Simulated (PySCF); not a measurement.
**IrN₂⁺: one geometry, several methods**

Aim: at the PBE0 minimum of singlet IrN₂⁺, found before, compare methods on energies and levels.

Method: several methods, basis Ir def2-TZVP with ECP60, N def2-TZVP, scalar-relativistic core potentials, no spin–orbit coupling, density fitting; program: PySCF 2.14.0.

## 1. Where the work starts

3 atoms, charge 1, spin multiplicity 1.

Bond lengths: Ir1–N2 1.653 Å, Ir1–N3 1.653 Å. Angles: N2–Ir1–N3 180.0°.

Z-matrix (Å, degrees; charge 1 multiplicity 1):
```
Ir
N  1 1.6529
N  1 1.6529 2 180.00
```

## 2. PBE0

One driver script runs all steps and calls PySCF; scf.py shows the equivalent input of each level. Each SCF starts from the density of the minimum. The driver also runs the species with one electron less or more at the same geometry (one less: multiplicity 2, one more: multiplicity 2); their logs are not shown.

scf.py reads:

```python
from pyscf import gto, scf, dft
mol = gto.M(atom='''
Ir     0.000000     0.000000    -0.000000
N     -0.000000    -0.000000     1.652949
N      0.000000     0.000000    -1.652949''',
    basis={'Ir': 'def2-TZVP', 'N': 'def2-TZVP'},
    ecp={'Ir': 'def2-TZVP'},
    charge=1, spin=0)
mf = dft.RKS(mol, xc='PBE0')
mf.grids.atom_grid = (99, 590)
aux = {'Ir': 'def2-universal-JKFIT', 'N': 'def2-universal-JKFIT'}
mf = mf.density_fit(auxbasis=aux)
mf.kernel()
```

Standard output:

```text
init E= -213.134345754552
  HOMO = -0.585275986428065  LUMO = -0.481318228237724  gap/eV = 2.82883
cycle= 1 E= -213.134345754567  delta_E= -1.44e-11  |g|= 5.83e-06  |ddm|= 1.34e-05
  HOMO = -0.585277044255412  LUMO = -0.481319437448104  gap/eV = 2.82883
Extra cycle  E= -213.134345754523  delta_E= 4.35e-11  |g|= 1.59e-05  |ddm|= 1.07e-05
converged SCF energy = -213.134345754523
```

This level, with the species of one electron less or more, took 5.3 s on 4 threads, shared host.

```
energy                        : -213.134346 Eh
one electron less (charge +2) : -212.481122 Eh (doublet, ⟨S²⟩ 2.07)
one electron more (charge +0) : -213.530871 Eh (doublet, ⟨S²⟩ 0.85)
Mulliken charge of Ir1        : +1.32 e
```

## 3. HF

scf.py: that of step 2 with these lines changed.

```diff
@@ -9,2 +9 @@
-mf = dft.RKS(mol, xc='PBE0')
-mf.grids.atom_grid = (99, 590)
+mf = scf.RHF(mol)
```

Standard output, cut to the lines that bear on the results:

```text
[... the frontier levels of the middle cycles are left out ...]
init E= -211.695252244912
  HOMO = -0.671489427601106  LUMO = -0.314459708774997  gap/eV = 9.71527
cycle= 1 E= -211.723553686046  delta_E= -0.0283  |g|= 0.104  |ddm|= 0.356
  HOMO = -0.694793848023154  LUMO = -0.32574523438306  gap/eV = 10.04232
cycle= 2 E= -211.728262329727  delta_E= -0.00471  |g|= 0.0681  |ddm|= 0.111
  HOMO = -0.692991025342894  LUMO = -0.316803393645234  gap/eV = 10.23659
cycle= 3 E= -211.729832091773  delta_E= -0.00157  |g|= 0.0458  |ddm|= 0.0588
cycle= 4 E= -211.731117143003  delta_E= -0.00129  |g|= 0.0188  |ddm|= 0.0615
cycle= 5 E= -211.73161306106  delta_E= -0.000496  |g|= 0.00695  |ddm|= 0.0549
cycle= 6 E= -211.731708067219  delta_E= -9.5e-05  |g|= 0.00175  |ddm|= 0.0359
cycle= 7 E= -211.731712068785  delta_E= -4e-06  |g|= 0.000172  |ddm|= 0.00841
cycle= 8 E= -211.731712085162  delta_E= -1.64e-08  |g|= 2.77e-05  |ddm|= 0.000415
cycle= 9 E= -211.731712085655  delta_E= -4.93e-10  |g|= 5.92e-06  |ddm|= 6.41e-05
  HOMO = -0.697446748969914  LUMO = -0.30180779983146  gap/eV = 10.76588
Extra cycle  E= -211.73171208567  delta_E= -1.52e-11  |g|= 3.09e-06  |ddm|= 6.73e-06
converged SCF energy = -211.73171208567
```

This level, with the species of one electron less or more, took 2.1 s.

```
energy                        : -211.731712 Eh
one electron less (charge +2) : -211.241291 Eh (doublet, ⟨S²⟩ 2.97)
one electron more (charge +0) : -212.145318 Eh (doublet, ⟨S²⟩ 1.37)
Mulliken charge of Ir1        : +1.55 e
```

## 4. MP2

scf.py: that of step 3 with these lines changed.

```diff
@@ -12,0 +13,2 @@
+from pyscf.mp import dfmp2
+dfmp2.DFMP2(mf, frozen=2).kernel()  # the driver gives MP2 a fitting basis of its own (RI)
```

Standard output, cut to the lines that bear on the results:

```text
[... the frontier levels of the middle cycles are left out ...]
init E= -211.695252244912
  HOMO = -0.671489427601104  LUMO = -0.314459708774999  gap/eV = 9.71527
cycle= 1 E= -211.723553686046  delta_E= -0.0283  |g|= 0.104  |ddm|= 0.356
  HOMO = -0.694793848023151  LUMO = -0.325745234383056  gap/eV = 10.04232
cycle= 2 E= -211.728262329727  delta_E= -0.00471  |g|= 0.0681  |ddm|= 0.111
  HOMO = -0.692991025342896  LUMO = -0.316803393645229  gap/eV = 10.23659
cycle= 3 E= -211.729832091773  delta_E= -0.00157  |g|= 0.0458  |ddm|= 0.0588
cycle= 4 E= -211.731117143003  delta_E= -0.00129  |g|= 0.0188  |ddm|= 0.0615
cycle= 5 E= -211.73161306106  delta_E= -0.000496  |g|= 0.00695  |ddm|= 0.0549
cycle= 6 E= -211.731708067219  delta_E= -9.5e-05  |g|= 0.00175  |ddm|= 0.0359
cycle= 7 E= -211.731712068785  delta_E= -4e-06  |g|= 0.000172  |ddm|= 0.00841
cycle= 8 E= -211.731712085162  delta_E= -1.64e-08  |g|= 2.77e-05  |ddm|= 0.000415
cycle= 9 E= -211.731712085655  delta_E= -4.93e-10  |g|= 5.92e-06  |ddm|= 6.41e-05
  HOMO = -0.697446748969908  LUMO = -0.301807799831467  gap/eV = 10.76588
Extra cycle  E= -211.73171208567  delta_E= -1.52e-11  |g|= 3.09e-06  |ddm|= 6.73e-06
converged SCF energy = -211.73171208567
```

This level, with the species of one electron less or more, took 2.5 s.

- energy: -212.682208 Eh
- one electron less (charge +2): -211.908015 Eh (doublet, ⟨S²⟩ 2.97)
- one electron more (charge +0): -213.005788 Eh (doublet, ⟨S²⟩ 1.37)
- MP2 correlation in its own fitting basis (same spin, opposite spin): -0.95050 Eh (-0.30119, -0.64931)

## 5. PBE

scf.py: that of step 4 with these lines changed.

```diff
@@ -9 +9,2 @@
-mf = scf.RHF(mol)
+mf = dft.RKS(mol, xc='PBE')
+mf.grids.atom_grid = (99, 590)
@@ -13,2 +13,0 @@
-from pyscf.mp import dfmp2
-dfmp2.DFMP2(mf, frozen=2).kernel()  # the driver gives MP2 a fitting basis of its own (RI)
```

Standard output, cut to the lines that bear on the results:

```text
[... the frontier levels of the middle cycles are left out ...]
init E= -213.237284356678
  HOMO = -0.536953838986874  LUMO = -0.523298767374722  gap/eV = 0.37157
cycle= 1 E= -213.241013080588  delta_E= -0.00373  |g|= 0.0373  |ddm|= 0.173
  HOMO = -0.525697782229196  LUMO = -0.515491334105172  gap/eV = 0.27773
cycle= 2 E= -213.240102349578  delta_E= 0.000911  |g|= 0.0776  |ddm|= 0.0614
  HOMO = -0.53442703979352  LUMO = -0.516554459744219  gap/eV = 0.48634
cycle= 3 E= -213.240987845649  delta_E= -0.000885  |g|= 0.037  |ddm|= 0.0547
cycle= 4 E= -213.241275752771  delta_E= -0.000288  |g|= 0.00287  |ddm|= 0.0212
cycle= 5 E= -213.241277562116  delta_E= -1.81e-06  |g|= 0.000466  |ddm|= 0.00168
cycle= 6 E= -213.24127761594  delta_E= -5.38e-08  |g|= 7.04e-05  |ddm|= 0.00036
cycle= 7 E= -213.24127759595  delta_E= 2e-08  |g|= 0.000328  |ddm|= 0.000146
cycle= 8 E= -213.241277617011  delta_E= -2.11e-08  |g|= 1.25e-06  |ddm|= 0.000127
cycle= 9 E= -213.241277617011  delta_E= -2.27e-13  |g|= 3.15e-08  |ddm|= 1.05e-06
  HOMO = -0.533876130777894  LUMO = -0.519325262944472  gap/eV = 0.39595
Extra cycle  E= -213.241277617011  delta_E= 1.14e-13  |g|= 3.03e-08  |ddm|= 4.93e-08
converged SCF energy = -213.241277617011
```

This level, with the species of one electron less or more, took 2.3 min.

```
energy                        : -213.241278 Eh
one electron less (charge +2) : -212.573408 Eh (doublet, ⟨S²⟩ 1.55)
one electron more (charge +0) : -213.624767 Eh (doublet, ⟨S²⟩ 0.78)
Mulliken charge of Ir1        : +1.25 e
```

## 6. The ladder

| level | vertical ionisation energy (eV) | vertical electron affinity (eV) | −ε(HOMO) (eV) | gap (eV) | wall time |
| --- | --- | --- | --- | --- | --- |
| PBE0 | 17.78 | 10.79 | 15.93 | 2.83 | 5.3 s |
| HF | 13.35 | 11.25 | 18.98 | 10.77 | 2.1 s |
| MP2 | 21.07 | 8.81 | – | – | 2.5 s |
| PBE | 18.17 | 10.44 | 14.53 | 0.40 | 2.3 min |

Times are for 4 threads, shared host; PBE0 starts from its own converged density, so its time is not comparable. A dash stands where a species or a free atom was not run at that level, or the quantity is not defined.

## 7. What came out

| quantity | value |
| --- | --- |
| vertical ionisation energy, range | 13.35 (HF) to 21.07 (MP2) eV |
| vertical electron affinity, range | 8.81 (MP2) to 11.25 (HF) eV |
| orbital gap, range | 0.40 (PBE) to 10.77 (HF) eV |

**Reading.** The vertical ionisation energy spreads over 7.72 eV, from HF to MP2; without a CCSD(T) value for it there is no yardstick here. Spin contamination is strong in at least one of the open-shell species at PBE0, HF, MP2, PBE. A stability analysis at the minimum finds the closed shell unstable towards spin polarisation: an open-shell solution lies lower, and these values are not those of the lowest state. Spin–orbit coupling, left out here, can matter for elements this heavy.
